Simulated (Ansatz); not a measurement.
# Si4Te: the cost of one run

Program: Ansatz 0.2.0. Level of theory: DFT PBE, scalar-relativistic, plane waves, PAW. These are calculated values, not measurements.

### Step 1. The structure to begin with

It takes space group Pm-3m (No. 221, cubic). The conventional cell has a = 4.754 Å, b = 4.754 Å, c = 4.754 Å, α = 90.00°, β = 90.00°, γ = 90.00°. Si (site symmetry 4/mmm) has 2 Te at 2.38 Å as nearest neighbours. Si (site symmetry m-3m) is surrounded by 12 Si at 3.36 Å. Te (site symmetry m-3m) is surrounded by 6 Si at 2.38 Å.

Structure file:

```cif
data_structure
_symmetry_space_group_name_H-M 'P 1'
_symmetry_Int_Tables_number 1
_cell_length_a 4.7544
_cell_length_b 4.7544
_cell_length_c 4.7544
_cell_angle_alpha 90.000
_cell_angle_beta 90.000
_cell_angle_gamma 90.000
_cell_volume 107.47
loop_
_atom_site_label
_atom_site_type_symbol
_atom_site_fract_x
_atom_site_fract_y
_atom_site_fract_z
_atom_site_occupancy
Si1 Si 0.50000 0.00000 0.00000 1
Si2 Si 0.00000 0.50000 0.00000 1
Si3 Si 0.00000 0.00000 0.50000 1
Si4 Si 0.50000 0.50000 0.50000 1
Te1 Te 0.00000 0.00000 0.00000 1
```

Recipe of the guess: random cell by space group and Wyckoff sites (Pm-3m, No. 221). Its size is a rough estimate.

### Step 2. Probe: one point on a coarse mesh

The input, input.yaml:

```yaml
crystal:
  lattice:
    - [4.75441933, 0.0, 0.0]
    - [0.0, 4.75441933, 0.0]
    - [0.0, 0.0, 4.75441933]
  atoms:
    - { symbol: Si, position: [0.5, 0.0, 0.0] }
    - { symbol: Si, position: [0.0, 0.5, 0.0] }
    - { symbol: Si, position: [0.0, 0.0, 0.5] }
    - { symbol: Si, position: [0.5, 0.5, 0.5] }
    - { symbol: Te, position: [0.0, 0.0, 0.0] }
basis:
  ecutwfc: 420
kpoints:
  mp_grid: { grid: [4, 4, 4] }
hamiltonian:
  xc: pbe
scf:
  occupations: { method: gaussian, width: 0.1 }
  lower_state_search: "off"
output:
  forces: true
  stress: true
  eigenvalues: true
```

The run is started by

```console
ansatz run input.yaml --threads 1 --pin off --max-ram 2048MiB --backend cpu --events-out ev --progress --plain --runs-dir out
```

Q: Estimate wall time and peak memory on 1 thread of Arm Neoverse V2, shared host.

About 1.8 s, with a peak of 0.39 GiB.
